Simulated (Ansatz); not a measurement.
# GeH7N: the cost of one run

Method: RKS LDA/def2-mTZVP, in Ansatz 0.2.0.

## Step 1: Starting point

Bond lengths: Ge1–H3 1.550 Å, Ge1–H4 1.549 Å, Ge1–H5 1.549 Å, Ge1–N6 2.210 Å, N6–H7 1.060 Å, N6–H8 1.060 Å. Angles: H3–Ge1–H4 109.5°, H3–Ge1–H5 109.5°, H3–Ge1–N6 178.9°, H4–Ge1–H5 109.5°, H4–Ge1–N6 70.0°, H5–Ge1–N6 70.0°, Ge1–N6–H7 120.0°, Ge1–N6–H8 120.0°, H7–N6–H8 120.0°.

Structure file:

```xyz
9

Ge    0.0000    0.0000    0.0000
H     0.0000    0.0000    1.9000
H     1.4616    0.0000   -0.5162
H    -0.7300    1.2648   -0.5162
H    -0.7300   -1.2648   -0.5162
N    -2.0973    0.0000    0.6969
H    -2.8173   -0.6071    0.2106
H    -2.3831    0.6071    1.5174
H    -1.0245    0.0000    1.8310
```

## Step 2: Pulling towards end A

Springs on the bonds that form and break draw the guess towards this end; the thresholds are loose.

input.yaml

```yaml
crystal:
  periodic: [false, false, false]
  atoms:
    - { symbol: Ge, position_ang: [0.0, 0.0, 0.0] }
    - { symbol: H, position_ang: [0.0, 0.0, 1.9] }
    - { symbol: H, position_ang: [1.4616, 0.0, -0.5162] }
    - { symbol: H, position_ang: [-0.73, 1.2648, -0.5162] }
    - { symbol: H, position_ang: [-0.73, -1.2648, -0.5162] }
    - { symbol: "N", position_ang: [-2.0973, 0.0, 0.6969] }
    - { symbol: H, position_ang: [-2.8173, -0.6071, 0.2106] }
    - { symbol: H, position_ang: [-2.3831, 0.6071, 1.5174] }
    - { symbol: H, position_ang: [-1.0245, 0.0, 1.831] }
basis:
  gaussian: { orbitals: def2-mTZVP }
hamiltonian:
  xc: lda
relax:
  f_tol: 0.15
  max_steps: 25
  restrain:
    - { distance: [0, 5], at: 3.11, k: 30.0 }
    - { distance: [8, 1], at: 1.86, k: 30.0 }
    - { distance: [0, 1], at: 1.55, k: 30.0 }
    - { distance: [8, 5], at: 1.06, k: 30.0 }
```

Started as:

```bash
$ ansatz run input.yaml --threads 1 --pin off --max-ram 2048MiB --backend cpu --events-out ev --progress --plain --runs-dir out
```

**Question.** How long does this run take on 1 thread of Intel Xeon 6975P-C (Granite Rapids), shared host, and how much memory does it need?

About 5.7 s, with a peak of 0.15 GiB.
